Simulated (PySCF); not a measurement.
Crystal: OGeBrH, in a box.

```xyz
4
Lattice="12.0000 0.0000 0.0000 0.0000 11.0000 0.0000 0.0000 0.0000 11.0000" Properties=species:S:1:pos:R:3 pbc="T T T"
O     4.7264    6.0908    5.1073
Ge    4.9370    4.8929    6.3950
Br    7.2997    4.6648    6.2989
H     5.5372    6.3772    4.6730
```

Base run:

* Program: PySCF 2.14.0
* Functional: TM
* Potentials or basis: 6-31g* (all-electron)
* k mesh: 1 × 1 × 1
* Occupations: fixed
* Spin: no spin polarisation

Its results: gap between the frontier levels 3.71 eV.

Q: After a change of settings the same cell gave: gap between the frontier levels 4.67 eV. Which change was it?
A. functional from TM to HSE06; dispersion from none to D4
B. functional from TM to SCAN; dispersion from none to D3
C. functional from TM to PW91

A: A.

Caveats: this is a molecule in a periodic box at the Γ point, so its band gap is the HOMO-LUMO gap; relativity is left out, which matters for the heavier elements; the basis of atomic orbitals isn't converged, which shifts pressures, moduli and gaps; this program's HSE differs a little from the usual definition (some runs).

Not every run made on this cell is shown here.
